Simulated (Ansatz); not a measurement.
Run this with the Ansatz DFT code, driven from Python and show what comes out.

`srmg.py`
```python
'''Cleavage curve of SrMg.'''

import argparse

import ansatz as az
import numpy as np

parser = argparse.ArgumentParser(description='Cleavage curve of SrMg.')
parser.add_argument('--ecut', type=float, required=True, help='basis')
parser.add_argument('--occupations', default='fermi_dirac', help='how the bands are filled')
parser.add_argument('--scf-tol', type=float, required=True, help='SCF control')
parser.add_argument('--kmesh', type=int, nargs=3, required=True, help='k-point sampling')
args = parser.parse_args()

VECTORS = np.array([
    [0.0, 3.499514, 3.499514],
    [3.499514, 0.0, 3.499514],
    [3.499514, 3.499514, 0.0],
])
SITES = [
    ('Sr', [0.5, 0.5, 0.5]),
    ('Mg', [0.0, 0.0, 0.0]),
]


def build(cell):
    crystal = az.Crystal(lattice=az.Lattice.of(cell))
    for symbol, position in SITES:
        crystal = crystal.atom(symbol, position)
    return crystal

block = build(VECTORS).supercell(1, 1, 1).resolved()
cell0 = np.array(block.lattice.vectors)
xyz = np.array([site.position for site in block.sites]) @ cell0
normal = np.cross(cell0[0], cell0[1])
area = np.linalg.norm(normal)
normal *= np.sign(normal @ cell0[2]) / area
# the atoms stay where they are; only the third vector changes
energies = []
for amount in [0, 1.0, 2.0, 3.0, 5.0]:
    cell = cell0.copy()
    cell[2] += amount * normal
    moved = az.Crystal(lattice=az.Lattice.of(cell))
    for site, fraction in zip(block.sites, xyz @ np.linalg.inv(cell)):
        moved = moved.atom(site.symbol, fraction)
    job = (
        moved.calculation()
        .functional(az.Functional.R2SCAN)
        .basis(args.ecut, density_ratio=4)
        .occupations(args.occupations)
        .scf(tolerance=args.scf_tol)
        .kpoints(*args.kmesh)
    )
    energies.append(job.run(threads=1, pin='off').report['free_energy_ev'])
    print(f'gap {amount:4.2f} A: {(energies[-1] - energies[0]) / area * 16.02177:8.4f} J/m^2')
```

Running `python srmg.py --ecut 750.0 --scf-tol 1e-09 --kmesh 4 4 4` prints:
```text
gap 0.00 A:   0.0000 J/m^2
gap 1.00 A:   0.1879 J/m^2
gap 2.00 A:   0.5261 J/m^2
gap 3.00 A:   0.7536 J/m^2
gap 5.00 A:   0.8756 J/m^2
```

Notes:
- The settings weren't tested for convergence.
- This cell is a computed structure, which may not be the phase found in nature.
- Gaps and levels are Kohn-Sham values on a finite set of k-points, without spin-orbit coupling.
- The atoms are held rigidly, so these energies lie above those of relaxed faces or faults.
- Run time: 69 s on 1 thread of Arm Neoverse V2 (shared host), peak memory 1 GiB.

(A comment or docstring line of the script was reworded after the run, the code is as it ran; lines on the test bed's own set-up are left out of the output.)
